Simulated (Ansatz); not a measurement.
# AlH₅N₂S: how energies converge with the basis set

One table from this session's results is given with a row withheld; the runs are named, their logs left out.

Method: one geometry, several basis sets; program: Ansatz 0.2.0, Gaussian basis.

Plan: PBE0-D4/def2-SVP; ωB97M-V/def2-SVP; PBE0-D4/def2-QZVPP; ωB97M-V/def2-QZVPP; the functionals' def2-TZVPP values are taken from earlier runs.

## The relaxed structure

The geometry comes from an earlier relaxation with PBE0-D4 in a triple-zeta def2 set; it is a stationary point, not always the lowest conformer.

9 atoms, charge 0, spin multiplicity 1.

Atoms are counted from 1 here; the program's logs count them from 0.

Bond lengths: N1–Al2 1.765 Å, N1–H5 1.006 Å, N1–H6 1.006 Å, Al2–N3 1.763 Å, Al2–S4 2.191 Å, N3–H7 1.006 Å, N3–H8 1.006 Å, S4–H9 1.344 Å. Angles: Al2–N1–H5 124.9°, Al2–N1–H6 124.9°, H5–N1–H6 110.2°, N1–Al2–N3 121.7°, N1–Al2–S4 120.7°, N3–Al2–S4 117.6°, Al2–N3–H7 124.2°, Al2–N3–H8 125.5°, H7–N3–H8 110.3°, Al2–S4–H9 93.0°.

Set-up of the first run:

in.yaml

```yaml
crystal:
  periodic: [false, false, false]
  atoms:
    - {symbol: N, position_ang: [-0.333367, 1.123465, -1.020110]}
    - {symbol: Al, position_ang: [-0.067311, -0.155269, 0.167345]}
    - {symbol: N, position_ang: [1.403688, -1.127799, 0.168833]}
    - {symbol: S, position_ang: [-1.572721, -0.590682, 1.698035]}
    - {symbol: H, position_ang: [-1.199348, 1.619232, -1.146758]}
    - {symbol: H, position_ang: [0.351506, 1.445464, -1.683627]}
    - {symbol: H, position_ang: [1.646776, -1.784232, 0.891663]}
    - {symbol: H, position_ang: [2.111334, -1.118836, -0.546267]}
    - {symbol: H, position_ang: [-2.251959, 0.542458, 1.453686]}
basis:
  gaussian: {orbitals: def2-SVP}
hamiltonian: {xc: pbe0, dispersion: d4}
output: {orbitals: {seedname: orbitals}}
```

Run with:

```
$ ansatz run in.yaml --threads 4 --pin off --events-out ev --progress --plain --max-ram 10444MiB
```

Among the steps run: PBE0-D4 in def2-SVP; ωB97M-V in def2-SVP; PBE0-D4 in def2-QZVPP; ωB97M-V in def2-QZVPP.

One table of the session follows, with a row left open; its other results are not shown here.

It belongs to the step «Density functionals: the series». 

```
functional       basis  HOMO (eV)  LUMO (eV)
   PBE0-D4    def2-SVP      -6.82       0.36
   PBE0-D4  def2-TZVPP      -7.12       0.01
   PBE0-D4  def2-QZVPP      -7.20      -0.29
   ωB97M-V    def2-SVP      -9.08       1.93
   ωB97M-V  def2-TZVPP      -9.38       1.49
   ωB97M-V  def2-QZVPP          ?          ?
```

Estimate the missing values for ωB97M-V, def2-QZVPP.

As computed: HOMO (eV): -9.45; LUMO (eV): 1.01. In the column «HOMO (eV)» it is the lowest.
